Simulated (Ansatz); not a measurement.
Born–Oppenheimer molecular dynamics of a periodic cell of 26 atoms, LiVP$_{2}$HO$_{8}$ (host LiVP2HO8, host structure P2_1). It goes on from the last frame of an earlier run, with new velocities.

Computed with Ansatz 0.2.0, DFT PBEsol, scalar-relativistic, plane waves, PAW. Settings: cutoff 420 eV, k mesh 2x1x1, fermi-dirac smearing 0.05 eV, spin collinear.

```yaml
ensemble: NVT, Langevin thermostat
time_step: 0.5 fs
steps_asked: 70
set_temperature: 800 K
friction: 0.01 /fs
seed: 919452
```

First frame:

```xyz
26
Lattice="4.8748 0.0000 0.0000 0.0000 8.0124 0.0000 -1.9413 0.0000 7.2247" Properties=species:S:1:pos:R:3
Li 3.360 2.985 2.773
Li -0.543 6.643 3.902
V -0.226 3.933 5.511
V 3.096 7.913 1.736
H 0.898 3.915 1.911
H 2.230 0.118 5.196
P 4.188 2.765 0.072
P -1.286 6.752 7.011
P 0.827 1.094 3.672
P 2.029 5.138 3.548
O 3.087 4.414 4.332
O 3.572 1.431 0.558
O 4.179 6.655 0.799
O -0.305 3.540 1.325
O -0.170 0.303 2.826
O 0.144 2.405 4.071
O 3.306 7.561 5.733
O -1.373 2.631 6.120
O 0.715 5.320 4.320
O 1.200 0.244 4.857
O -0.702 5.350 6.647
O 1.709 7.523 0.761
O 1.808 4.286 2.280
O 2.099 1.308 2.789
O 2.609 6.462 3.028
O 1.213 3.561 6.428
```

(1) What does the run give?

(2) What happens to the structure?

(3) How do temperature and energy run in time?

Results:

(1) All steps were run.

* steps done: 70
* time covered: 35 fs
* mean temperature over the second half: 599 K
* spread of the potential energy over the second half: 2.6 meV per atom
* mean potential energy of the second half above the start: 15.6 meV per atom

The mean temperature of the second half is 25 % below the set value. A run of 0.035 ps of so small a system gives no equilibrium averages. No Hubbard correction was used and the magnetic state wasn't searched. Limits of this set-up: coarse k mesh.

(2) Mean squared displacements from the first frame to the last, about the centre of mass: Li 0.20 Å², V 0.02 Å², H 0.12 Å², P 0.01 Å², O 0.04 Å². This is one draw of velocities; another would differ in detail.

(3) 
```tsv
time (fs)	T (K)	potential energy less start (eV)
0.0	769	0.000
1.5	703	0.070
3.0	651	0.203
4.5	560	0.338
6.0	570	0.435
7.5	570	0.467
9.0	573	0.432
10.5	573	0.349
12.0	611	0.238
13.5	653	0.163
15.0	654	0.168
16.5	670	0.254
18.0	596	0.374
19.5	590	0.464
21.0	587	0.516
22.5	586	0.500
24.0	639	0.427
25.5	657	0.345
27.0	647	0.298
28.5	614	0.304
30.0	609	0.364
31.5	601	0.423
33.0	515	0.443
34.5	538	0.429
```

Time of the run: 9.3 min on 1 thread of Arm Neoverse V2, with other jobs on the host, peak memory 0.66 GiB.
